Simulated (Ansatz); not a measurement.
Debugging an equation of state with a fit of ZnSnSb₂, space group P-4m2 (Ansatz 0.2.0, Python API).

`eos_znsnsb2.py`
```python
'''Bulk modulus of ZnSnSb2 from an E(V) curve.'''

import warnings

import ansatz as az
from ase.eos import EquationOfState
from ase.units import GPa
import numpy as np

vectors0 = np.array([
    [4.485644, 0.0, 0.0],
    [0.0, 4.485644, 0.0],
    [0.0, 0.0, 6.275542],
])
sites = [
    ('Zn', (0.0, 0.0, 0.0)),
    ('Sn', (0.5, 0.5, 0.5)),
    ('Sb', (0.0, 0.5, 0.222403)),
    ('Sb', (0.5, 0.0, 0.777597)),
]


def crystal_on(cell):
    crystal = az.Crystal(lattice=az.Lattice.of(cell))
    for symbol, position in sites:
        crystal = crystal.atom(symbol, position)
    return crystal


def main() -> None:
    warnings.simplefilter('ignore', az.DeckWarning)

    # scale the volume, keep shape and fractions
    volumes, energies = [], []
    for scale in np.linspace(0.88, 1.12, 7):
        cell = vectors0 * scale ** (1 / 3)
        calc = (
            crystal_on(cell).calculation()
            .functional('r2scan')
            .occupations('fixed')  # whole-number filling, right only where there is a gap
            .basis(600)  # cutoff of the orbital basis
            .kpoints(4, 4, 4)
        )
        summary = calc.run(threads=1, pin='off').report
        volumes.append(abs(np.linalg.det(cell)) / len(sites))
        energies.append(summary['free_energy_ev'] / len(sites))
        print(f'V = {volumes[-1]:8.4f} A^3/atom  F = {energies[-1]:.5f} eV/atom')

    eos = EquationOfState(volumes, energies, eos='murnaghan')
    v0, e0, bulk = eos.fit()
    print(f'V0 = {v0:.4f} A^3/atom, E0 = {e0:.5f} eV/atom, B = {bulk / GPa:.1f} GPa')


if __name__ == '__main__':
    main()
```

Output of `python eos_znsnsb2.py`:
```text
V =  27.7794 A^3/atom  F = -5590.63358 eV/atom
RunWarning: iter 1: σ=0 fill of 28 bands saw a band overlap (occupied 8.4993 eV > unoccupied 8.4968 eV) — on an unconverged iterate often a transient of an unconverged empty band; one that stands at [...]
RunWarning: the bands overlap at the fill by count (28 filled at each k-point of a channel): the highest filled level, 8.521521 eV at k-index 0, stands 0.0131 eV over the lowest empty one, 8.508384 [...]
V =  29.0421 A^3/atom  F = -5590.68520 eV/atom
V =  30.3048 A^3/atom  F = -5590.71255 eV/atom
RunWarning: a fill by count may have filled part of one level: at k-index 0 the highest filled band, 7.380616 eV, and the lowest empty band, 7.380616 eV, stand 0.000e0 eV apart, within the solve's [...]
V =  31.5675 A^3/atom  F = -5590.72126 eV/atom
V =  32.8303 A^3/atom  F = -5590.71521 eV/atom
V =  34.0930 A^3/atom  F = -5590.69688 eV/atom
V =  35.3557 A^3/atom  F = -5590.66878 eV/atom
V0 = 31.6258 A^3/atom, E0 = -5590.72138 eV/atom, B = 46.9 GPa
```
(Warnings from the package without file and line, shortened, repeats left out.)

No error stopped it. What is wrong with the input all the same?

The fault: fixed occupations, though the bands overlap at this level of theory. The correction:

```diff
--- before
+++ after
@@ -39,3 +39,3 @@
             .functional('r2scan')
-            .occupations('fixed')  # whole-number filling, right only where there is a gap
+            .occupations('fermi_dirac', width=0.05)  # fractional filling near the Fermi level
             .basis(600)  # cutoff of the orbital basis
```

With that change:

```console
$ python eos_znsnsb2.py
V =  27.7794 A^3/atom  F = -5590.63427 eV/atom
V =  29.0421 A^3/atom  F = -5590.68639 eV/atom
V =  30.3048 A^3/atom  F = -5590.71447 eV/atom
V =  31.5675 A^3/atom  F = -5590.72349 eV/atom
V =  32.8303 A^3/atom  F = -5590.71760 eV/atom
V =  34.0930 A^3/atom  F = -5590.69978 eV/atom
V =  35.3557 A^3/atom  F = -5590.67222 eV/atom
V0 = 31.6553 A^3/atom, E0 = -5590.72355 eV/atom, B = 46.7 GPa
```

What to keep in mind:
- Absolute energies stand on the zero of these potentials, so only differences at equal settings mean something.
- Shape and fractional positions are held along the curve, so the bulk modulus is an upper value where they are free to relax, by a factor of two or more in layered or hydrogen-bonded cells.
- This cell is a computed structure, which may not be the phase found in nature.
- Hardware and time: 2 min on 1 thread of Arm Neoverse V2, on a shared host, peak memory 0.75 GiB.
